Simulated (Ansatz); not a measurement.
**C₂H₆Ga radical: basis-set convergence**

Aim: see how fast density functionals converge with the basis set for C₂H₆Ga radical.

The runs use Ansatz 0.2.0, Gaussian basis; one geometry, several basis sets.

Plan: PBE0-D4/def2-SVP; ωB97M-V/def2-SVP; PBE0-D4/def2-QZVPP; ωB97M-V/def2-QZVPP; the functionals' def2-TZVPP values are taken from earlier runs.

### Step 1. The geometry

All runs share one geometry, relaxed beforehand with PBE0-D4 in a triple-zeta def2 set.

SMILES `[CH3][Ga][CH3]`, 9 atoms, charge 0, spin multiplicity 2.

Atoms are counted from 1 here; the program's logs count them from 0.

Bond lengths: C1–Ga2 1.998 Å, C1–H4 1.095 Å, C1–H5 1.089 Å, C1–H6 1.095 Å, Ga2–C3 1.998 Å, C3–H7 1.094 Å, C3–H8 1.089 Å, C3–H9 1.095 Å. Angles: Ga2–C1–H4 108.8°, Ga2–C1–H5 113.2°, Ga2–C1–H6 108.7°, H4–C1–H5 109.1°, H4–C1–H6 107.9°, H5–C1–H6 109.0°, C1–Ga2–C3 118.0°, Ga2–C3–H7 109.0°, Ga2–C3–H8 113.2°, Ga2–C3–H9 108.6°, H7–C3–H8 109.2°, H7–C3–H9 107.9°, H8–C3–H9 108.9°.

### Step 2. PBE0-D4 in def2-SVP

Contents of in.yaml:

```yaml
crystal:
  periodic: [false, false, false]
  atoms:
    - {symbol: C, position_ang: [-0.788115, 1.168834, -0.960843]}
    - {symbol: Ga, position_ang: [0.921573, 0.259054, -0.470737]}
    - {symbol: C, position_ang: [0.859088, -1.167050, 0.926882]}
    - {symbol: H, position_ang: [-1.511231, 0.412868, -1.282879]}
    - {symbol: H, position_ang: [-0.669704, 1.908717, -1.751084]}
    - {symbol: H, position_ang: [-1.190969, 1.661004, -0.069822]}
    - {symbol: H, position_ang: [0.112838, -1.914398, 0.639701]}
    - {symbol: H, position_ang: [1.818153, -1.659508, 1.080685]}
    - {symbol: H, position_ang: [0.536868, -0.715820, 1.870896]}
basis:
  gaussian: {orbitals: def2-SVP}
magnetization: {spin_polarized: true, initial_magnetization: 1}
hamiltonian: {xc: pbe0, dispersion: d4}
output: {orbitals: {seedname: orbitals}}
```

Started as:

```console
ansatz run in.yaml --threads 4 --pin off --events-out ev --progress --plain --max-ram 10444MiB
```

After this run come: ωB97M-V in def2-SVP; PBE0-D4 in def2-QZVPP; ωB97M-V in def2-QZVPP.

**Question.** What will the summary of the whole plan be? Wanted: PBE0-D4: double and triple zeta above quadruple; ωB97M-V: double and triple zeta above quadruple.

**Answer**, as computed:

| quantity | value |
| --- | --- |
| PBE0-D4: double and triple zeta above quadruple | 10.49, 1.31 eV |
| ωB97M-V: double and triple zeta above quadruple | 10.59, 1.28 eV |

What this shows: PBE0-D4 gains 9.18 eV from double to triple zeta, then 1.31 eV more. Total energies overstate the basis error of differences, where much of it tends to cancel.
